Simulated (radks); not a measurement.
**Polarisabilities and dispersion coefficients of Ar, K⁺, Ca²⁺ and others**

The task here is to estimate one member of a computed series from the others.

The numbers are computed with radks (a radial shooting solver on a logarithmic mesh, Libxc functionals) version 1 (scalar-relativistic Kohn-Sham, exchange-only LDA, spin-unpolarised, spherical densities, finite nucleus), except any that are marked as measured or tabulated.

### What is computed

```
species : Ar ([Ar]), K⁺ ([Ar]), Ca²⁺ ([Ar]), Sc³⁺ ([Ar]), Ti⁴⁺ ([Ar]), V⁵⁺ ([Ar]), Cr⁶⁺ ([Ar]), Mn⁷⁺ ([Ar]), Fe⁸⁺ ([Ar])
```

Set-up of the first run:

Input:

```text
Z 18
configuration [Ar]
relativity scalar-relativistic
functional lda,
spin unpolarised
nucleus finite rms 3.4274 fm
c 137.035999084
response adiabatic LDA kernel
```

Among the steps run: Ar, [Ar]; K⁺, [Ar]; Ca²⁺, [Ar]; Sc³⁺, [Ar]; Ti⁴⁺, [Ar]; V⁵⁺, [Ar]; Cr⁶⁺, [Ar]; Mn⁷⁺, [Ar]; Fe⁸⁺, [Ar].

One of the session's tables, all rows but one given; the rest of the session is left out.

| species | −ε(HOMO) (eV) | α (bohr³) | α uncoupled (bohr³) | C6 (hartree bohr⁶) | C8 (hartree bohr⁸) |
| --- | --- | --- | --- | --- | --- |
| Ar | 9.068 | 12.79 | 19.20 | 76.26 | 2162 |
| K⁺ | 23.468 | 5.918 | 9.175 | 25.70 | 461.9 |
| Ca²⁺ | ? | ? | ? | ? | ? |
| Sc³⁺ | 62.887 | 2.189 | 3.479 | 5.837 | 58.31 |
| Ti⁴⁺ | 87.576 | 1.508 | 2.409 | 3.291 | 26.26 |
| V⁵⁺ | 115.49 | 1.090 | 1.746 | 1.986 | 12.99 |
| Cr⁶⁺ | 146.58 | 0.8166 | 1.309 | 1.262 | 6.903 |
| Mn⁷⁺ | 180.82 | 0.6290 | 1.009 | 0.8353 | 3.879 |
| Fe⁸⁺ | 218.20 | 0.4956 | 0.7944 | 0.5715 | 2.282 |

Estimate the missing values for Ca²⁺.

As computed: −ε(HOMO) (eV): 41.481; α (bohr³): 3.406; α uncoupled (bohr³): 5.365; C6 (hartree bohr⁶): 11.38; C8 (hartree bohr⁸): 147.9. In the column «−ε(HOMO) (eV)» it lies between K⁺ (23.468) and Sc³⁺ (62.887).

Uncoupled leaves out the potential induced by the response; C8 is given only where no p, d or f shell is open.
